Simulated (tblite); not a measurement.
# As2FGa2H7: the cost of one run

Computed with tblite 0.8.0 and PySCF 2.14.0; each step states its level. No surroundings beyond the atoms listed, unless a continuum is named. Atoms count from 0, parts from 1.

## Step 1: Starting point

12 atoms, charge 0, multiplicity 1; geometry: rigid parts in contact. Parts: 1 = atoms 0–7, `F[As]([GaH2])[GaH2]`, charge 0; 2 = atoms 8–11, `[AsH3]`, charge 0.

## Step 2: Bringing the parts together with GFN1-xTB

Job settings and geometry (Å):

```
{"job": {"kind": "dock", "xc": "GFN1-xTB", "basis": "xTB"}, "charge": 0, "multiplicity": 1, "parts": [{"atoms": "0-7", "charge": 0, "multiplicity": 1}, {"atoms": "8-11", "charge": 0, "multiplicity": 1}]}
Ga     0.647652     0.901203     1.468476
As    -1.163269     0.694628    -0.074071
Ga    -0.534952    -1.356471    -1.122497
F     -0.524567     1.842692    -1.369574
H      0.613783     0.162424     2.857106
H      1.815595     1.932240     1.289406
H      0.047326    -1.436224    -2.576814
H     -0.901568    -2.740491    -0.472032
As    -2.122308     2.813468     1.902750
H     -3.064437     2.350591     0.847261
H     -2.076627     4.169042     1.289014
H     -3.264571     3.225135     2.763187
```

Level: GFN1-xTB search for minima from random contacts, gas phase.

Command:

```
OMP_NUM_THREADS=1 python cluster_run.py task.json out
```

One launch serves the whole session: the jobs run in the order shown.

Q: Estimate the wall time of this first job on 1 thread of Intel Xeon Platinum 8488C, shared host.

About 76 s.
